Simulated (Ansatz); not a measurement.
# W: the cost of one run

Method: DFT r2SCAN, scalar-relativistic, plane waves, PAW, in Ansatz 0.2.0.

3 further runs of the same task are left out: 1 for a known fault of the program, 1 that didn't finish, 1 set aside as unsound or not needed.

## (1) The structure to begin with

It takes space group P6_3/mmc (No. 194, hexagonal). Conventional cell: a = 2.756 Å, b = 2.756 Å, c = 4.960 Å, α = 90.00°, β = 90.00°, γ = 120.00°. Around W (site symmetry -6m2) lie 12 W at 2.76 to 2.95 Å.

Structure file:

```cif
data_structure
_symmetry_space_group_name_H-M 'P 1'
_symmetry_Int_Tables_number 1
_cell_length_a 2.7557
_cell_length_b 2.7557
_cell_length_c 4.9596
_cell_angle_alpha 90.000
_cell_angle_beta 90.000
_cell_angle_gamma 120.000
_cell_volume 32.62
loop_
_atom_site_label
_atom_site_type_symbol
_atom_site_fract_x
_atom_site_fract_y
_atom_site_fract_z
_atom_site_occupancy
W1 W 0.00000 0.00000 0.00000 1
W2 W 0.33333 0.66667 0.50000 1
```

The cell was made up by rule, so the compound may not exist in this form.

It is the result of an earlier relaxation at this level (volume 16.31 Å³/atom; gap on the mesh: none (metal)).

## (2) Next: the stacking ABCACB (hkkhkk)

Close-packed layers are stacked in the order given (one atom a layer) and fully relaxed; h and k in a name mark layers with hexagonal and cubic surroundings. Energies count from the base stacking, -10396.7262 eV an atom.

The cell holds 6 W: a = 2.756 Å, b = 2.756 Å, c = 14.879 Å, α = 90.00°, β = 90.00°, γ = 120.00°.

## (3) The relaxation run

input.yaml reads:

```yaml
crystal:
  lattice:
    - [2.755702118, 0.0, 0.0]
    - [-1.377851059, 2.3865080394, 0.0]
    - [0.0, 0.0, 14.8789376823]
  atoms:
    - { symbol: W, position: [0.0, 0.0, 0.0] }
    - { symbol: W, position: [0.3333333333, 0.6666666667, 0.1666666667] }
    - { symbol: W, position: [0.6666666667, 0.3333333333, 0.3333333333] }
    - { symbol: W, position: [0.0, 0.0, 0.5] }
    - { symbol: W, position: [0.6666666667, 0.3333333333, 0.6666666667] }
    - { symbol: W, position: [0.3333333333, 0.6666666667, 0.8333333333] }
basis:
  ecutwfc: 500
kpoints:
  mp_grid: { grid: [18, 18, 4] }
hamiltonian:
  xc: r2scan
scf:
  occupations: { method: gaussian, width: 0.1 }
output:
  forces: true
  stress: true
  eigenvalues: true
  populations: true
relax:
  adjacent_minimum: "off"
  f_tol: 0.01
  max_steps: 45
  cell: { stress_tol: 0.05 }
```

Run with:

```
$ ansatz run input.yaml --threads 1 --pin off --max-ram 2560MiB --backend cpu --events-out ev --progress --plain --runs-dir out
```

**Question.** How long does this run take on 1 thread of Arm Neoverse V1, shared host, and how much memory does it need?

About 7.1 min, with a peak of 0.97 GiB.
